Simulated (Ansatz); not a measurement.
Crystal: BaH4.

```
Ba H
1.0
     2.29082    1.32260    3.53625
    -2.29082    1.32260    3.53625
     0.00000   -2.64521    3.53625
Ba H
1 4
Direct
  0.00000 0.00000 0.00000
  0.74087 0.74087 0.74087
  0.25913 0.25913 0.25913
  0.46369 0.46369 0.46369
  0.53631 0.53631 0.53631
```

The cell was built by a generator and needn't be a form met in nature.

| Property | Result |
| --- | --- |
| Program | Ansatz 0.2.0 |
| Task | relaxation of cell and atoms |
| Functional | PBE |
| Dispersion | D3(BJ) |
| Potentials or basis | Ansatz PAW |
| Cutoff | 420 eV (not typed: the program's choice for these potentials) |
| k mesh | 5 × 5 × 5 |
| Occupations | fermi-dirac, width 0.05 eV |
| Spin | no spin polarisation |

At the start: volume 12.86 Å³/atom.

How do energy, volume and symmetry change on relaxing?

It ends after 6 steps and the volume is 12.33 Å³/atom (-4.1 %); space group R-3m (No. 166, to 0.05 Å).

The path:
```tsv
step	energy change (eV)	largest force (eV/Å)	volume (Å³)
1	0.0000	0.0025	64.29
2	-0.0099	0.0671	61.22
3	-0.0118	0.0506	61.76
4	-0.0120	0.0157	61.77
5	-0.0122	0.0082	61.64
6	-0.0103	0.0086	61.64
```

Final structure:
```xyz
5
Lattice="2.2624 1.3062 3.4767 -2.2624 1.3062 3.4767 0.0000 -2.6124 3.4767" Properties=species:S:1:pos:R:3 pbc="T T T"
Ba    0.0000    0.0000    0.0000
H     0.0000    0.0000    7.7175
H     0.0000    0.0000    2.7125
H     0.0000    0.0000    4.8290
H     0.0000    0.0000    5.6009
```

Caveat: the plane-wave basis is chosen anew once the cell has moved, so the energies of steps on either side of that aren't comparable.
